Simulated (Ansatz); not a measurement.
Rb2Mg, 6 atoms in the cell. It takes space group C2/m (No. 12, monoclinic). Conventional cell: a = 15.393 Å, b = 4.647 Å, c = 11.187 Å, α = 90.00°, β = 112.01°, γ = 90.00°. Rb (site symmetry m) has 2 Rb at 4.10 to 4.45 Å and 4 Mg at 4.13 to 4.44 Å as nearest neighbours. Rb (site symmetry m) has 3 Mg at 4.10 to 4.38 Å and 1 Rb at 4.45 Å as nearest neighbours. Around Mg (site symmetry m) lie 2 Mg at 3.10 Å. The cell comes from a database or a generator and needn't be the stable form of this composition.

| Property | Result |
| --- | --- |
| Program | Ansatz 0.2.0 |
| Task | single point |
| Functional | PBE |
| Potentials or basis | Ansatz PAW |
| Cutoff | 420 eV (not typed: the program's choice for these potentials) |
| k mesh | 6 × 6 × 3 |
| Occupations | fermi-dirac, width 0.05 eV |
| Spin | no spin polarisation |

Potentials or basis: Ansatz PAW.

Command:

```console
$ ansatz run input.yaml --threads 2 --pin off --max-ram 5120MiB --backend cpu --events-out ev --progress --plain --runs-dir out
```

Hardware: 2 threads of Arm Neoverse V2 (shared host).

**Question.** Estimate the wall time of this run.

**Answer.** Wall time 11 s on 2 threads of Arm Neoverse V2, with other jobs on the host, peak memory 0.74 GiB. Counts: scf iterations 9, plane waves 7259, k points 34, bands 34.
